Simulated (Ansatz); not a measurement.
**C₂H₄ClFSi: a ladder of functionals and wavefunction methods**

The task here is to estimate one member of a computed series from the others.

Computed with Ansatz 0.2.0, Gaussian basis. Level: functionals in def2-TZVPP, the program's frozen cores in correlated methods.

The runs, in order: PBE-D4, r2SCAN-D4, PBE0-D4, B3LYP-D4, ωB97X-V, ωB97M-V, B2PLYP; CCSD(T)/def2-TZVPP; MP2/def2-QZVPP; extrapolation to the limit.

### The relaxed structure

All runs share one geometry, relaxed beforehand with PBE0-D4 in a triple-zeta def2 set.

SMILES `F[Si@H]1C[C@@H]1Cl`, 9 atoms, charge 0, spin multiplicity 1.

Atoms are counted from 1 here; the program's logs count them from 0.

Bond lengths: F1–Si2 1.592 Å, Si2–C3 1.826 Å, Si2–C4 1.831 Å, Si2–H6 1.471 Å, C3–C4 1.561 Å, C3–H7 1.086 Å, C3–H8 1.087 Å, C4–Cl5 1.760 Å, C4–H9 1.085 Å. Angles: F1–Si2–C3 120.8°, F1–Si2–C4 119.9°, F1–Si2–H6 110.4°, C3–Si2–C4 50.5°, C3–Si2–H6 121.9°, C4–Si2–H6 121.7°, Si2–C3–C4 64.9°, Si2–C3–H7 123.8°, Si2–C3–H8 117.1°, C4–C3–H7 115.0°, C4–C3–H8 114.9°, H7–C3–H8 112.5°, Si2–C4–C3 64.6°, Si2–C4–Cl5 123.0°, Si2–C4–H9 120.0°, C3–C4–Cl5 117.0°, C3–C4–H9 113.9°, Cl5–C4–H9 110.5°.

Set-up of the first run:

File in.yaml:

```yaml
crystal:
  periodic: [false, false, false]
  atoms:
    - {symbol: F, position_ang: [-1.708118, -0.600234, 1.604881]}
    - {symbol: Si, position_ang: [-0.512920, 0.227603, 0.957001]}
    - {symbol: C, position_ang: [0.781451, -0.609583, -0.022001]}
    - {symbol: C, position_ang: [-0.261344, 0.199274, -0.856326]}
    - {symbol: Cl, position_ang: [0.340003, 1.583069, -1.763434]}
    - {symbol: H, position_ang: [-0.228579, 1.427705, 1.757854]}
    - {symbol: H, position_ang: [0.795802, -1.677548, -0.217670]}
    - {symbol: H, position_ang: [1.778900, -0.178568, 0.005365]}
    - {symbol: H, position_ang: [-0.896797, -0.418118, -1.482869]}
basis:
  gaussian: {orbitals: def2-TZVPP}
hamiltonian: {xc: pbe, dispersion: d4}
output: {forces: true, orbitals: {seedname: orbitals}}
```

The run is started by

```console
> ansatz run in.yaml --threads 4 --pin off --events-out ev --progress --plain --max-ram 10444MiB
```

Steps of the session up to this table: PBE-D4 (GGA); r2SCAN-D4 (meta-GGA); PBE0-D4 (hybrid); B3LYP-D4 (hybrid); ωB97X-V (range-separated); ωB97M-V (range-separated); B2PLYP (double hybrid); CCSD(T) in def2-TZVPP; MP2 in def2-QZVPP.

One of the session's tables, all rows but one given; the rest of the session is left out.

It belongs to the step «Atomisation energies». 

```
            method  atomisation energy (eV)
            PBE-D4                   35.407
         r2SCAN-D4                   34.801
           PBE0-D4                   34.770
          B3LYP-D4                   34.396
           ωB97X-V                   34.763
           ωB97M-V                   34.757
            B2PLYP                   34.137
     HF/def2-TZVPP                   25.155
    MP2/def2-TZVPP                   34.530
   CCSD/def2-TZVPP                        ?
CCSD(T)/def2-TZVPP                   33.623
           MP2/CBS                   35.530
       CCSD(T)/CBS                   34.623
```

Estimate the missing values for CCSD/def2-TZVPP.

As computed: atomisation energy (eV): 33.038. In the column «atomisation energy (eV)» it lies between HF/def2-TZVPP (25.155) and CCSD(T)/def2-TZVPP (33.623).
